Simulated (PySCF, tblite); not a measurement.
# C16H14BN: excited states

Wanted: excited states for C16H14BN (`C#Cc1cccc2c1N(C)c1ccccc1B2C`).

Computed with tblite 0.8.0 and PySCF 2.14.0 and routines of our own; the level stands in each step. Atoms count from 0.

## (1) The starting structure

32 atoms, charge 0, multiplicity 1; geometry from: force field or distance geometry start.

## (2) Geometry optimisation with GFN2-xTB

The job: settings as JSON, then the geometry in Å.

```
{"job": {"kind": "relax", "xc": "GFN2-xTB", "basis": "xTB"}, "charge": 0, "multiplicity": 1}
C      4.036800     2.028700    -0.301100
C      3.328400     1.053100    -0.285300
C      2.537900    -0.136400    -0.238300
C      3.242700    -1.328800    -0.356600
C      2.622700    -2.565400    -0.289300
C      1.254300    -2.571800    -0.137600
C      0.572800    -1.388200    -0.036400
C      1.166800    -0.133100    -0.076700
N      0.429900     1.077800     0.039800
C      1.099800     2.335900    -0.076200
C     -0.990700     1.071100     0.222100
C     -1.752200     2.211100     0.364500
C     -3.137900     2.179600     0.564900
C     -3.784000     0.979900     0.609700
C     -3.072000    -0.155100     0.482200
C     -1.713600    -0.123800     0.304400
B     -0.970900    -1.485000     0.168900
C     -1.800200    -2.753600    -0.322000
H      4.639300     2.904500    -0.312600
H      4.325500    -1.346400    -0.469800
H      3.123400    -3.494600    -0.369100
H      0.761000    -3.530200    -0.091400
H      1.642500     2.703300     0.801800
H      1.553000     2.481400    -1.090200
H      0.288700     3.127600    -0.173900
H     -1.332500     3.197100     0.350200
H     -3.700700     3.110300     0.661200
H     -4.842800     0.925800     0.761300
H     -3.576200    -1.128200     0.522600
H     -2.187500    -3.279600     0.600500
H     -2.633300    -2.441300    -0.993000
H     -1.146200    -3.494100    -0.819400
```

Command:

```bash
OMP_NUM_THREADS=2 python excited_run.py task.json out
```

One launch serves the whole session: the jobs run in the order shown.

The program printed:

```text
step      E/eV     max force
  0   -1236.78261    3.125
  1   -1237.22320    1.137
  2   -1237.34256    0.859
  3   -1237.43127    1.723
  4   -1237.42990    3.264
  5   -1237.49988    0.404
  6   -1237.52258    0.483
  7   -1237.54779    0.747
  8   -1237.56628    0.482
  9   -1237.59053    0.372
 10   -1237.61575    0.466
 11   -1237.63696    0.473
 12   -1237.65077    0.288
 13   -1237.66127    0.196
 14   -1237.67284    0.255
 15   -1237.68466    0.319
 16   -1237.69381    0.271
 17   -1237.70003    0.150
 18   -1237.70443    0.133
 19   -1237.70829    0.148
 20   -1237.71191    0.133
 21   -1237.71514    0.120
 22   -1237.71840    0.116
 23   -1237.72217    0.135
 24   -1237.72667    0.153
 25   -1237.73172    0.148
 26   -1237.73686    0.182
 27   -1237.74192    0.207
 28   -1237.74703    0.179
 29   -1237.75197    0.176
 30   -1237.75646    0.126
 31   -1237.76068    0.129
 32   -1237.76511    0.157
 33   -1237.77035    0.159
 34   -1237.77614    0.160
 35   -1237.78112    0.136
 36   -1237.78479    0.125
 37   -1237.78813    0.121
 38   -1237.79223    0.143
 39   -1237.79720    0.260
 40   -1237.80190    0.138
 41   -1237.80540    0.174
 42   -1237.80809    0.129
 43   -1237.81110    0.166
 44   -1237.81443    0.132
 45   -1237.81747    0.120
 46   -1237.82065    0.112
 47   -1237.82397    0.146
 48   -1237.82758    0.162
 49   -1237.83121    0.113
 50   -1237.83488    0.135
 51   -1237.83874    0.159
 52   -1237.84224    0.145
 53   -1237.84497    0.189
 54   -1237.84737    0.110
 55   -1237.85030    0.094
 56   -1237.85277    0.150
 57   -1237.85538    0.140
 58   -1237.85738    0.102
 59   -1237.85921    0.071
 60   -1237.86072    0.095
 61   -1237.86211    0.137
 62   -1237.86343    0.084
 63   -1237.86449    0.052
 64   -1237.86531    0.079
 65   -1237.86603    0.060
 66   -1237.86678    0.084
 67   -1237.86760    0.056
 68   -1237.86844    0.055
 69   -1237.86926    0.097
 70   -1237.87022    0.098
 71   -1237.87143    0.078
 72   -1237.87294    0.072
 73   -1237.87468    0.078
 74   -1237.87665    0.113
 75   -1237.87887    0.133
 76   -1237.88137    0.107
 77   -1237.88379    0.097
 78   -1237.88584    0.104
 79   -1237.88770    0.125
 80   -1237.88948    0.112
 81   -1237.89091    0.077
 82   -1237.89194    0.063
 83   -1237.89275    0.058
 84   -1237.89346    0.057
 85   -1237.89411    0.069
 86   -1237.89472    0.047
 87   -1237.89532    0.116
 88   -1237.89601    0.056
 89   -1237.89698    0.070
 90   -1237.89753    0.062
 91   -1237.89816    0.042
 92   -1237.89871    0.043
 93   -1237.89920    0.047
 94   -1237.89960    0.049
 95   -1237.89999    0.041
 96   -1237.90047    0.044
 97   -1237.90103    0.042
 98   -1237.90161    0.053
 99   -1237.90217    0.060
100   -1237.90275    0.060
101   -1237.90338    0.053
102   -1237.90398    0.037
103   -1237.90447    0.034
104   -1237.90489    0.040
105   -1237.90538    0.044
106   -1237.90593    0.042
107   -1237.90644    0.041
108   -1237.90680    0.034
109   -1237.90706    0.037
110   -1237.90731    0.036
111   -1237.90760    0.030
112   -1237.90783    0.027
113   -1237.90802    0.027
114   -1237.90825    0.025
115   -1237.90849    0.021
116   -1237.90867    0.020
117   -1237.90880    0.020
118   -1237.90892    0.019
119   -1237.90904    0.018
120   -1237.90915    0.017
121   -1237.90924    0.013
122   -1237.90930    0.016
123   -1237.90936    0.014
124   -1237.90942    0.012
125   -1237.90948    0.014
126   -1237.90952    0.014
127   -1237.90955    0.011
128   -1237.90958    0.008
```

Wall time 1.5 s (2 threads of Arm Neoverse V2, shared host); peak memory 0.18 GiB.

The steps of the relaxation: (not every step is listed) (the energy doesn't fall at every step)

| step | energy from step 0 (eV) | largest force (eV/Å) |
| --- | --- | --- |
| 0 | 0.0000 | 3.1247 |
| 1 | -0.4406 | 1.1371 |
| 2 | -0.5600 | 0.8589 |
| 3 | -0.6487 | 1.7231 |
| 4 | -0.6473 | 3.2637 |
| 5 | -0.7173 | 0.4036 |
| 6 | -0.7400 | 0.4826 |
| 7 | -0.7652 | 0.7475 |
| 8 | -0.7837 | 0.4824 |
| 19 | -0.9257 | 0.1475 |
| 30 | -0.9739 | 0.1265 |
| 41 | -1.0228 | 0.1739 |
| 52 | -1.0596 | 0.1448 |
| 63 | -1.0819 | 0.0517 |
| 74 | -1.0940 | 0.1127 |
| 85 | -1.1115 | 0.0686 |
| 96 | -1.1179 | 0.0437 |
| 107 | -1.1238 | 0.0409 |
| 118 | -1.1263 | 0.0191 |
| 123 | -1.1268 | 0.0136 |
| 124 | -1.1268 | 0.0124 |
| 125 | -1.1269 | 0.0145 |
| 126 | -1.1269 | 0.0144 |
| 127 | -1.1269 | 0.0110 |
| 128 | -1.1270 | 0.0081 |

Distances of close pairs at the start and the end, largest changes first:

| bond | before (Å) | after (Å) | change (Å) |
| --- | --- | --- | --- |
| N8–C10 | 1.432 | 1.383 | -0.049 |
| C9–H24 | 1.138 | 1.091 | -0.046 |
| C7–N8 | 1.422 | 1.381 | -0.042 |
| C17–H29 | 1.130 | 1.091 | -0.040 |
| C2–C7 | 1.381 | 1.416 | +0.036 |
| C9–H23 | 1.120 | 1.088 | -0.032 |
| C14–C15 | 1.370 | 1.401 | +0.031 |
| C5–C6 | 1.370 | 1.400 | +0.031 |

The final coordinates are the input of the step that follows.

## (3) Harmonic vibrations with GFN2-xTB

The job: settings as JSON, then the geometry in Å.

```
{"job": {"kind": "ir", "xc": "GFN2-xTB", "basis": "xTB"}, "charge": 0, "multiplicity": 1}
C      3.992672     2.058515     0.309423
C      3.253106     1.139594     0.079945
C      2.518476    -0.055765    -0.125317
C      3.278372    -1.220240    -0.157595
C      2.677085    -2.465038    -0.226499
C      1.302887    -2.543420    -0.231234
C      0.488053    -1.404701    -0.211991
C      1.105769    -0.131418    -0.193391
N      0.332976     1.012136    -0.223738
C      0.872147     2.234076    -0.782268
C     -0.995217     1.013922     0.161604
C     -1.613830     2.225777     0.502840
C     -2.932524     2.255505     0.894831
C     -3.678599     1.083562     0.951006
C     -3.079198    -0.107638     0.616035
C     -1.738092    -0.185459     0.216922
B     -1.047761    -1.501351    -0.171221
C     -1.851178    -2.831574    -0.471655
H      4.594567     2.896705     0.496738
H      4.354095    -1.132812    -0.103429
H      3.283510    -3.358168    -0.252736
H      0.826522    -3.511933    -0.240255
H      1.254846     2.913493    -0.016995
H      1.683722     1.994787    -1.466586
H      0.088453     2.738801    -1.349533
H     -1.052311     3.146841     0.505798
H     -3.383778     3.198389     1.168848
H     -4.713379     1.114243     1.258453
H     -3.648187    -1.024076     0.666601
H     -2.072230    -3.349170     0.462533
H     -2.808154    -2.638561    -0.952039
H     -1.308040    -3.533418    -1.100075
```

The program printed:

```text
mode    cm-1     km/mol
  1      45.5      0.12
  2      56.8      0.22
  3      65.1      0.66
  4     105.4      0.08
  5     110.8      0.64
  6     144.5      0.30
  7     169.6      1.28
  8     205.5      0.05
  9     232.2      0.80
 10     239.3      0.22
 11     281.8      0.12
 12     293.0      0.90
 13     315.2      0.66
 14     339.6      0.52
 15     354.5      1.44
 16     377.1      0.29
 17     393.8      0.69
 18     433.6      0.54
 19     460.5      3.47
 20     470.8      5.49
 21     479.9      1.37
 22     506.1      0.01
 23     520.2      2.39
 24     538.1      0.29
 25     555.9      0.90
 26     580.8      3.02
 27     623.8      2.49
 28     639.1     14.53
 29     671.4     12.71
 30     691.5      1.02
 31     705.6      1.59
 32     745.0      0.42
 33     766.1     10.31
 34     770.8     26.49
 35     795.5     22.65
 36     832.5     63.28
 37     870.2      5.59
 38     871.3      3.83
 39     879.6     12.26
 40     900.8      1.27
 41     916.1      0.17
 42     918.4      0.09
 43     925.6      0.18
 44     984.2      6.55
 45    1058.6     10.99
 46    1086.2     27.16
 47    1094.1     13.58
 48    1100.6      8.59
 49    1118.2     24.26
 50    1141.3     12.08
 51    1165.9     11.39
 52    1189.3      6.39
 53    1191.2      1.85
 54    1229.1     34.27
 55    1246.1     71.97
 56    1257.1     58.63
 57    1275.0     14.88
 58    1293.3     25.90
 59    1317.9      4.11
 60    1329.7     24.17
 61    1346.5     46.93
 62    1389.5     16.14
 63    1398.8     88.81
 64    1421.2     17.16
 65    1433.6     10.81
 66    1450.9    260.53
 67    1454.9     84.57
 68    1481.3     13.23
 69    1493.6     45.70
 70    1495.4      1.52
 71    1515.4      0.93
 72    1542.7     16.45
 73    1552.8     33.88
 74    1570.0     81.16
 75    1597.1     60.41
 76    2244.5      9.53
 77    2964.8     22.17
 78    2992.3     21.97
 79    2993.7     34.54
 80    3024.4     39.07
 81    3032.1     16.05
 82    3035.7     34.80
 83    3070.5      9.10
 84    3074.5     10.61
 85    3079.1     40.63
 86    3084.6     50.56
 87    3090.4     89.46
 88    3095.0     70.50
 89    3098.8     45.74
 90    3396.3      3.45
```

Run time: 2.1 s. Hardware: 2 threads of Arm Neoverse V2, shared host; peak memory 0.18 GiB.

The strongest bands and the atoms that carry them (share of the mass-weighted mode):

| cm⁻¹ | km/mol | atoms |
| --- | --- | --- |
| 832 | 63.3 | H29 34 %, B16 21 %, C17 15 %, H31 10 % |
| 1246 | 72.0 | H25 24 %, B16 18 %, C15 14 %, C10 11 % |
| 1399 | 88.8 | C7 23 %, C6 11 % |
| 1451 | 260.5 | N8 12 %, C10 11 % |
| 1455 | 84.6 | C10 15 %, C15 12 %, C14 11 %, C11 11 % |
| 1570 | 81.2 | C5 33 %, C3 19 %, C2 15 %, C4 11 % |
| 3090 | 89.5 | H28 52 %, H27 31 % |
| 3095 | 70.5 | H21 65 %, H20 20 % |

## (4) Excited states: TDA CAM-B3LYP/def2-SVP

The job, as its differences from that of step 3:

```diff
@@ -1,2 +1,2 @@
-{"job": {"kind": "ir", "xc": "GFN2-xTB", "basis": "xTB"}, "charge": 0, "multiplicity": 1}
+{"job": {"kind": "states", "xc": "CAM-B3LYP", "basis": "def2-SVP", "tda": true, "soc": true, "nstates": 6, "ntriplets": 6, "nquad": 4}, "charge": 0, "multiplicity": 1}
 C      3.992672     2.058515     0.309423
```

Level: TDA CAM-B3LYP/def2-SVP excited states, vertical, gas phase, spin-orbit mean-field couplings.

The program printed:

```text
coarse grid: 28208 points
cycle   1  E = -696.5487323546  dE =  4.125e+00  |g| = 5.711e-01  |ddm| = 8.137e+00
cycle   2  E = -696.5575111290  dE = -8.779e-03  |g| = 5.977e-01  |ddm| = 1.770e+00
cycle   3  E = -696.6430723258  dE = -8.556e-02  |g| = 1.460e-01  |ddm| = 8.484e-01
cycle   4  E = -696.6477966060  dE = -4.724e-03  |g| = 6.753e-02  |ddm| = 2.418e-01
cycle   5  E = -696.6488495435  dE = -1.053e-03  |g| = 2.156e-02  |ddm| = 9.036e-02
cycle   6  E = -696.6489590982  dE = -1.096e-04  |g| = 4.443e-03  |ddm| = 2.632e-02
cycle   7  E = -696.6489652246  dE = -6.126e-06  |g| = 1.933e-03  |ddm| = 7.767e-03
final grid: 276736 points
cycle   8  E = -696.7936479584  dE = -8.208e-05  |g| = 5.321e-03  |ddm| = 6.631e-02
cycle   9  E = -696.7936494469  dE = -1.488e-06  |g| = 5.204e-03  |ddm| = 1.382e-02
cycle  10  E = -696.7936557894  dE = -6.343e-06  |g| = 1.060e-03  |ddm| = 6.621e-03
cycle  11  E = -696.7936560754  dE = -2.860e-07  |g| = 3.358e-04  |ddm| = 1.449e-03
cycle  12  E = -696.7936561204  dE = -4.503e-08  |g| = 1.127e-04  |ddm| = 6.559e-04
cycle  13  E = -696.7936561258  dE = -5.372e-09  |g| = 5.361e-05  |ddm| = 2.338e-04
cycle  14  E = -696.7936561279  dE = -2.106e-09  |g| = 2.936e-05  |ddm| = 1.468e-04
cycle  15  E = -696.7936561285  dE = -5.559e-10  |g| = 1.103e-05  |ddm| = 9.602e-05
converged SCF energy = -696.7936561285

Singlet excitations
state   eV       nm        f     d(h-e)  d(exc)  Lambda  PR(NTO)  |dmu|/D   mu/D   main configurations
  1   3.9238   316.0   0.17319   0.832   3.983   0.673   1.193    1.673    2.980   H->L 0.91
  2   4.7441   261.3   0.03123   0.493   3.745   0.719   2.029    1.444    2.730   H->L+1 0.44, H-1->L 0.20, H-2->L 0.17
  3   4.9281   251.6   0.10585   0.364   3.292   0.688   2.442    0.915    1.777   H->L+1 0.29, H-2->L 0.28, H->L+2 0.22
  4   5.4123   229.1   0.49975   0.709   4.373   0.724   1.653    2.137    3.273   H-1->L 0.58, H->L+1 0.19
  5   5.6018   221.3   0.08724   0.659   3.682   0.689   2.138                     H-3->L 0.36, H-2->L 0.22, H->L+3 0.13
  6   5.6587   219.1   0.00673   0.866   3.655   0.429   1.551                     H-4->L 0.47, H-4->L+1 0.12, H-5->L 0.11

Triplet excitations (Tamm-Dancoff)
state   eV     d(h-e)  d(exc)  Lambda  PR(NTO)   main configurations
  1   3.0573   0.754   3.680   0.676   1.173   H->L 0.90
  2   3.4419   0.218   3.099   0.741   2.329   H->L+1 0.40, H-1->L 0.37
  3   3.8895   0.222   2.942   0.688   2.123   H-2->L 0.30, H->L+2 0.16, H-3->L 0.10
  4   4.0584   0.112   3.234   0.719   2.074   H->L+1 0.27, H-3->L 0.20, H-1->L 0.18
  5   4.1578   0.408   3.278   0.708   2.112   H->L+2 0.32, H-1->L 0.17, H->L+1 0.15
  6   4.5614   0.227   3.132   0.713   2.564   H->L+3 0.33, H-2->L+1 0.15, H-3->L 0.14
S1 - T1 = 0.8665 eV

Spin-orbit couplings |<S|Hso|T>| (cm-1)
             T1       T2       T3       T4       T5       T6
S0        0.927    0.889    0.373    0.980    0.335    0.268
S1        0.208    0.919    0.596    0.088    0.339    0.099
S2        1.070    0.172    0.204    0.264    0.199    0.063
S3        0.072    0.605    0.712    0.434    0.344    0.400
S4        0.619    0.252    0.138    0.116    0.254    0.272
S5        0.340    1.119    0.499    0.188    0.312    0.058
S6        2.538    2.360    1.088    0.483    1.185    0.748
T1 sublevels (cm-1): 0.000 0.000 0.000   radiative rates (1/s): 0.0847 0.0632 0.0364
```

Run time: 4.1 min. Hardware: 2 threads of Arm Neoverse V2, shared host; peak memory 2.4 GiB.

From this job:

| quantity | value |
| --- | --- |
| S1 less T1 | 0.87 eV |

## (5) Excited states: TDA CAM-B3LYP/STO-3G

The job, as its differences from that of step 4:

```diff
@@ -1,2 +1,2 @@
-{"job": {"kind": "states", "xc": "CAM-B3LYP", "basis": "def2-SVP", "tda": true, "soc": true, "nstates": 6, "ntriplets": 6, "nquad": 4}, "charge": 0, "multiplicity": 1}
+{"job": {"kind": "states", "xc": "CAM-B3LYP", "basis": "STO-3G", "tda": true, "soc": true, "nstates": 6, "ntriplets": 6, "nquad": 4, "frozen_core": false, "scf": {"damp": 0.9, "max_cycle": 81}}, "charge": 0, "multiplicity": 1}
 C      3.992672     2.058515     0.309423
```

Level: TDA CAM-B3LYP/STO-3G excited states, vertical, gas phase, spin-orbit mean-field couplings.

The program printed:

```text
damping 0.90 in the first 6 cycles
final grid: 276736 points
cycle   1  E = -688.6374278120  dE =  4.729e+00  |g| = 3.929e-01  |ddm| = 8.263e+00
cycle   2  E = -688.6558161007  dE = -1.839e-02  |g| = 3.259e-01  |ddm| = 1.222e-01
cycle   3  E = -688.6676135513  dE = -1.180e-02  |g| = 2.753e-01  |ddm| = 9.460e-02
cycle   4  E = -688.6755675888  dE = -7.954e-03  |g| = 2.361e-01  |ddm| = 7.582e-02
cycle   5  E = -688.6811533690  dE = -5.586e-03  |g| = 2.049e-01  |ddm| = 6.249e-02
cycle   6  E = -688.6963376789  dE = -1.518e-02  |g| = 1.044e-01  |ddm| = 4.849e-01
cycle   7  E = -688.6967071693  dE = -3.695e-04  |g| = 9.849e-02  |ddm| = 2.657e-01
cycle   8  E = -688.6998026288  dE = -3.095e-03  |g| = 1.572e-02  |ddm| = 1.422e-01
cycle   9  E = -688.6998657624  dE = -6.313e-05  |g| = 6.509e-03  |ddm| = 2.304e-02
cycle  10  E = -688.6998756614  dE = -9.899e-06  |g| = 2.839e-03  |ddm| = 9.136e-03
cycle  11  E = -688.6998780046  dE = -2.343e-06  |g| = 5.103e-04  |ddm| = 3.645e-03
cycle  12  E = -688.6998780916  dE = -8.700e-08  |g| = 1.325e-04  |ddm| = 7.258e-04
cycle  13  E = -688.6998781017  dE = -1.014e-08  |g| = 6.452e-05  |ddm| = 3.412e-04
cycle  14  E = -688.6998781038  dE = -2.102e-09  |g| = 2.301e-05  |ddm| = 1.571e-04
cycle  15  E = -688.6998781041  dE = -2.367e-10  |g| = 6.542e-06  |ddm| = 4.357e-05
converged SCF energy = -688.6998781041

Singlet excitations
state   eV       nm        f     d(h-e)  d(exc)  Lambda  PR(NTO)  |dmu|/D   mu/D   main configurations
  1   4.6697   265.5   0.20225   0.843   3.822   0.666   1.239    1.484    2.968   H->L 0.89
  2   5.6270   220.3   0.05311   0.584   3.636   0.714   1.948    1.658    3.132   H->L+1 0.47, H-2->L 0.21, H->L+2 0.13
  3   5.8330   212.6   0.09766   0.295   3.120   0.694   2.559    0.720    1.806   H->L+1 0.25, H->L+2 0.22, H-2->L 0.19
  4   6.2767   197.5   0.40889   0.732   4.096   0.663   1.559    2.406    3.673   H-1->L 0.49, H->L+1 0.14, H-5->L 0.10
  5   6.4469   192.3   0.07816   0.521   3.679   0.507   1.337                     H-4->L 0.32, H-5->L 0.26, H-1->L 0.15
  6   6.5940   188.0   0.40511   1.008   3.707   0.639   1.723                     H-2->L 0.37, H-3->L 0.19, H-5->L 0.08

Triplet excitations (Tamm-Dancoff)
state   eV     d(h-e)  d(exc)  Lambda  PR(NTO)   main configurations
  1   3.5190   0.848   3.505   0.669   1.164   H->L 0.90
  2   3.8447   0.205   2.862   0.748   2.359   H->L+1 0.41, H-1->L 0.34
  3   4.3419   0.154   2.592   0.698   2.453   H-2->L 0.20, H-3->L 0.14, H->L+3 0.13
  4   4.7559   0.195   3.278   0.728   2.055   H->L+1 0.36, H-1->L 0.29, H-2->L 0.14
  5   4.8693   0.393   2.976   0.686   2.172   H->L+2 0.39, H-3->L 0.14, H-2->L 0.11
  6   5.2883   0.222   2.964   0.709   2.634   H->L+3 0.31, H-3->L 0.14, H-2->L+1 0.14
S1 - T1 = 1.1507 eV

Spin-orbit couplings |<S|Hso|T>| (cm-1)
             T1       T2       T3       T4       T5       T6
S0        0.640    0.478    0.081    0.648    0.486    0.174
S1        0.156    0.845    0.358    0.030    0.282    0.110
S2        0.950    0.229    0.240    0.109    0.141    0.122
S3        0.138    0.490    0.687    0.095    0.168    0.322
S4        0.999    0.523    0.360    0.125    0.563    0.321
S5        1.884    1.268    0.794    0.431    0.966    0.723
S6        0.147    0.520    0.214    0.228    0.088    0.244
T1 sublevels (cm-1): 0.000 0.000 0.000   radiative rates (1/s): 0.00216 0.0745 0.0177
```

It took 54 s on 2 threads of Arm Neoverse V2, shared host; peak memory 1.4 GiB.

It converged, yet the result is unsound: the basis STO-3G is minimal.

[end of part 1 of 2]
